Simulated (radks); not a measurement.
# Ge³⁺ in [Ar] 3d10 4s1: an all-electron calculation

An exercise on one series of results from a longer session: the logs are not shown, and one member is left open.

Method: scalar-relativistic Kohn-Sham, revPBE, spin-polarised, spherical densities, finite nucleus; open shells are filled with parallel spins first. Code: radks (a radial shooting solver on a logarithmic mesh, Libxc functionals) version 1.

## Starting point

| Quantity | Value |
| --- | --- |
| element | germanium (Z = 32) |
| charge | +3 |
| electrons | 29 |
| configuration | [Ar] 3d10 4s1 |
| nuclear rms radius | 4.0742 fm |

Outer shells as boxes (Hund's rule):

Ge³⁺
```
[Ar] core
3d [↑↓][↑↓][↑↓][↑↓][↑↓]
4s [↑ ]
```

Set-up of the first run:

Input:

```text
Z 32
configuration [Ar] 3d10 4s1 4p0 5s0
relativity scalar-relativistic
functional pbe_r,pbe
spin polarised
nucleus finite rms 4.0742 fm
c 137.035999084
```

Steps of the session up to this table: Self-consistent calculation.

One table of the session follows, with a row left open; its other results are not shown here.

It belongs to the step «Orbitals and density». Sizes of the orbitals, from the radial functions (bohr):

| level | <r> | outermost maximum (interpolated) | 90 % within | nodes |
| --- | --- | --- | --- | --- |
| 1s up | 0.04700 | 0.0307 | 0.0840 | 0 |
| 1s down | 0.04700 | 0.0307 | 0.0840 | 0 |
| 2s up | 0.2100 | 0.176 | 0.325 | 1 |
| 2s down | 0.2100 | 0.176 | 0.325 | 1 |
| 2p up | 0.1837 | 0.141 | 0.300 | 0 |
| 2p down | 0.1837 | 0.141 | 0.300 | 0 |
| 3s up | 0.6242 | 0.542 | 0.933 | 2 |
| 3s down | 0.6237 | 0.542 | 0.932 | 2 |
| 3p up | 0.6468 | 0.543 | 0.994 | 1 |
| 3p down | 0.6458 | 0.543 | 0.992 | 1 |
| 3d up | 0.7272 | 0.504 | 1.23 | 0 |
| 3d down | 0.7214 | 0.503 | 1.21 | 0 |
| 4s up | ? | ? | ? | ? |
| 4s down | 1.849 | 1.62 | 2.71 | 3 |
| 4p up | 2.145 | 1.86 | 3.17 | 2 |
| 4p down | 2.149 | 1.88 | 3.17 | 2 |

**Question.** Estimate the row for 4s up.

The run gave: <r>: 1.846; outermost maximum (interpolated): 1.62; 90 % within: 2.70; nodes: 3. In the column «<r>» it lies between 3d up (0.7272) and 4s down (1.849).
